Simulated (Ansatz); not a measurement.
A first try at a rigid scan of one bond length of CH5AlFN, SMILES C[NH][AlH][F], using the Python package of Ansatz (0.2.0).

`ch5alfn.py`:
```python
import ansatz as az
import numpy as np

ECUT = "6-31G*"
FUNCTIONAL = "PBE"

GEOMETRY = """
C    -0.32390    0.74680   -0.86900
N    -0.84130   -0.26480    0.01510
Al    0.51180   -0.74180    1.24980
F     2.20980   -1.32170    0.65660
H    -1.17910    1.03860   -1.61560
H    -0.12620    1.72490   -0.30500
H     0.54450    0.46030   -1.45540
H    -0.99470   -1.09360   -0.56930
H     0.28750   -0.59500    2.87560
"""

geometry = az.Crystal.molecule()
for line in GEOMETRY.strip().splitlines():
    symbol, *xyz = line.split()
    geometry = geometry.atom(symbol, [float(v) for v in xyz])

symbols = [site.symbol for site in geometry.cartesian_sites]
start = np.array([site.position_ang for site in geometry.cartesian_sites])
axis = (start[2] - start[1]) / np.linalg.norm(start[2] - start[1])
moving = [2, 3, 8]
lengths, energies = [1.666, 1.741, 1.817, 1.893, 1.969, 2.044, 2.12, 2.234], []
for length in lengths:
    xyz = start.copy()
    xyz[moving] += (length - np.linalg.norm(start[2] - start[1])) * axis
    point = az.Crystal.molecule()
    for symbol, place in zip(symbols, xyz):
        point = point.atom(symbol, place.tolist())
    model = point.calculation().basis(ECUT).functional(FUNCTIONAL)
    rep = model.run(threads=1).report
    energies.append(rep["free_energy_ev"])
    print(f"r = {length:6.3f} A  E = {energies[-1]:.5f} eV  <S^2> = {abs(rep['mean_field']['state']['spin_squared']):.3f}")

fit = np.polynomial.Polynomial.fit(lengths, np.array(energies) - min(energies), 4).convert()
roots = [r.real for r in fit.deriv().roots() if abs(r.imag) < 1e-9 and fit.deriv(2)(r.real) > 0]
r_e = min(roots, key=lambda r: abs(r - lengths[int(np.argmin(energies))]))
print(f"minimum of the fit at {r_e:.4f} A, force constant {fit.deriv(2)(r_e):.2f} eV/A^2")
```

```console
$ python ch5alfn.py
Traceback (most recent call last):
  File "ch5alfn.py", line 35, in <module>
    model = point.calculation().basis(ECUT).functional(FUNCTIONAL)
            ~~~~~~~~~~~~~~~~~~~~~~~~~^^^^^^
  ...
ansatz.errors.InputError: .basis: cutoff (an energy: a number in eV, or e.g. 30 * az.Ry) is a number, got '6-31G*'
$ echo $?
1
```
(Library frames cut from the traceback.)

Why does it end like this?

The fault: the basis name must go under gaussian=. Mended:

```diff
--- before
+++ after
@@ -3,3 +3,3 @@
 
-ECUT = "6-31G*"
+BASIS_SET = "6-31G*"
 FUNCTIONAL = "PBE"
@@ -34,3 +34,3 @@
         point = point.atom(symbol, place.tolist())
-    model = point.calculation().basis(ECUT).functional(FUNCTIONAL)
+    model = point.calculation().basis(gaussian=BASIS_SET).functional(FUNCTIONAL)
     rep = model.run(threads=1).report
```

With that change:

```console
$ python ch5alfn.py
r =  1.666 A  E = -11912.84507 eV  <S^2> = 0.000
r =  1.741 A  E = -11913.11441 eV  <S^2> = 0.000
r =  1.817 A  E = -11913.21737 eV  <S^2> = 0.000
r =  1.893 A  E = -11913.20014 eV  <S^2> = 0.000
r =  1.969 A  E = -11913.10023 eV  <S^2> = 0.000
r =  2.044 A  E = -11912.94735 eV  <S^2> = 0.000
r =  2.120 A  E = -11912.75729 eV  <S^2> = 0.000
r =  2.234 A  E = -11912.43647 eV  <S^2> = 0.000
minimum of the fit at 1.8413 A, force constant 18.70 eV/A^2
```

Notes:
- Total energies depend on the basis set; only differences at equal settings carry meaning.
- The rest of the molecule is held rigid at a force-field or estimated start geometry, and the basis set is modest; single-reference methods fail as a bond breaks.
- The orbitals are restricted, so S² is zero by construction.
- Hardware and time: 7 s on 1 thread of Intel(R) Xeon(R) 6975P-C (Granite Rapids), on a shared host, peak memory 0.19 GiB.

(Lines on the test bed's own set-up are left out of the output.)
